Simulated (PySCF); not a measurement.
# C4H12AlNO2: the cost of one run

Computed with PySCF 2.14.0 and routines of our own; the level stands in each step. Atoms count from 0.

## 1. The starting structure

20 atoms, charge 0, multiplicity 1; geometry from: GFN2-xTB.

## 2. Optimising the geometry at PBE0-D3(BJ)/def2-SVP

Job settings and geometry (Å):

```
{"job": {"xc": "PBE0", "basis": "def2-SVP", "d3": "d3bj", "grid": 1, "kind": "geom"}, "charge": 0, "multiplicity": 1}
C      3.372134    -0.516082    -0.627041
C      2.045218     0.163852    -0.451775
O      0.982954    -0.554190    -0.339840
N      1.874965     1.440074    -0.391066
Al    -0.063420     0.964514    -0.083360
O     -1.626942    -0.184144     0.112631
C     -2.765980     0.576285     0.418086
C     -1.875001    -1.565886    -0.007824
H      3.927816    -0.054616    -1.440917
H      3.951941    -0.409912     0.288899
H      3.223442    -1.572840    -0.832420
H      2.696951     2.022531    -0.473744
H     -0.666192     1.651712    -1.347731
H     -0.167021     1.447810     1.399402
H     -3.188687     0.277707     1.381488
H     -3.524564     0.477426    -0.363181
H     -2.427175     1.607888     0.470935
H     -0.924454    -2.026630    -0.265185
H     -2.243636    -1.975751     0.937850
H     -2.607497    -1.759069    -0.797939
```

The run is started by

```console
OMP_NUM_THREADS=1 python excited_run.py task.json out
```

This one command runs all jobs of the session in turn.

**Question.** How long does this first job take on 1 thread of Arm Neoverse V1, shared host, and how much memory does it need?

About 4.9 min, with a peak of 0.77 GiB.
